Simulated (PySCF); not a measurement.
# C5H6BN: electronic excitations and core binding energies

Wanted: the electronic excitations and core binding energies of C5H6BN (`CC#CB(C)C#N`), by calculation.

Programs: PySCF 2.14.0, with density-fitted response routines of our own. Each step states its level of theory. These are calculated values for one molecule in the gas phase, unless marked as measured. Atoms count from 0, in the outputs and in this text.

### Step 1. The starting structure

13 atoms, charge 0, multiplicity 1; geometry from: GFN2-xTB.

Bonds of the start (Å): C0–C1 1.44, C1–C2 1.21, C2–B3 1.50, B3–C4 1.58, B3–C5 1.53, C5–N6 1.15, C0–H7 1.09, C0–H8 1.09, C0–H9 1.09, C4–H10 1.09, C4–H11 1.09, C4–H12 1.09.

### Step 2. Ultraviolet spectrum: PBE0/def2-SVPD

Job settings and geometry (Å):

```
{"job": {"kind": "uv", "xc": "PBE0", "basis": "def2-SVPD", "nstates": 8, "ntriplets": 3}, "charge": 0, "multiplicity": 1}
C     -2.872253    -0.647340     0.013726
C     -1.488882    -0.245359    -0.025669
C     -0.327105     0.092145    -0.055539
B      1.107114     0.514528    -0.089873
C      2.302682    -0.447233     0.268981
C      1.423859     1.953047    -0.492799
N      1.674897     3.033149    -0.792888
H     -3.431031    -0.148314    -0.778067
H     -2.960340    -1.727231    -0.106768
H     -3.301652    -0.364006     0.975107
H      1.989842    -1.450561     0.545588
H      2.886512    -0.035288     1.092571
H      2.991969    -0.527050    -0.572099
```

Method: TDDFT PBE0/def2-SVPD, vertical, gas phase, core orbitals frozen in the response.

Launch:

```
> OMP_NUM_THREADS=1 python probes_run.py task.json out
```

This one command runs all jobs of the session in turn.

**Question.** This job is followed by: delta-SCF UKS SCAN, pcX-2 on the ionised atom, pcseg-1 elsewhere, spin-free X2C. What will the session give for the following? lowest singlet (PBE0/def2-SVPD); brightest single state of those computed; lowest triplet; C1s binding energies, SCAN/pcX-2 (standing for 4 of 5 atoms); N1s binding energies, SCAN/pcX-2.

**Answer**, as computed:

| quantity | value |
| --- | --- |
| lowest singlet (PBE0/def2-SVPD) | 3.77 eV (329 nm), f = 0.000 |
| brightest single state of those computed | state 2, 5.08 eV, f = 0.228 |
| lowest triplet | 3.50 eV |
| C1s binding energies, SCAN/pcX-2 (standing for 4 of 5 atoms) | C0 292.05, C5 291.49, C4 290.33, C2 290.10 eV |
| N1s binding energies, SCAN/pcX-2 | N6 404.84 eV |

**Reading.** The lowest singlet, at 3.77 eV, is HOMO→LUMO 0.99 and is dark; of the 8 states computed, the strongest absorption comes from state 2 at 5.08 eV. The lowest triplet lies 0.27 eV below the lowest singlet (triplets in Tamm-Dancoff, singlets in full TDDFT). The C1s levels kept as sound span 1.95 eV, from C2 (alkyne carbon) up to C0 (propargylic methyl carbon). Only 4 of the 5 C atoms are covered by sound results.
